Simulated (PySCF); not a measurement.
Molecule: OGaCl2H, in a box.

```
O Ga Cl H
1.0
    12.00000    0.00000    0.00000
     0.00000   13.00000    0.00000
     0.00000    0.00000   12.00000
O Ga Cl H
1 1 2 1
Cartesian
  6.2215 7.7743 6.3289
  6.0854 6.0253 6.1399
  7.4669 4.7848 7.1408
  4.5590 5.1834 4.9273
  5.5517 8.2571 5.8370
```

Base run:

```yaml
Program: PySCF 2.14.0
Functional: OLYP
Dispersion: D3
Potentials_or_basis: def2-svp (all-electron)
k_mesh: 1 × 1 × 1
Occupations: fixed
Spin: no spin polarisation
```

Its results: gap between the frontier levels 5.43 eV.

Q: After a change of settings the same cell gave: gap between the frontier levels 8.32 eV. Which change was it?
A. functional from OLYP to PBE; dispersion from D3 to none
B. functional from OLYP to r2SCAN0; dispersion from D3 to D4
C. functional from OLYP to BHandHLYP; dispersion from D3 to none
D. functional from OLYP to revTPSS

A: B.

Caveats: this is a molecule in a periodic box at the Γ point, so its band gap is the HOMO-LUMO gap; relativity is left out, which matters for the heavier elements; the basis of atomic orbitals isn't converged, which shifts pressures, moduli and gaps.
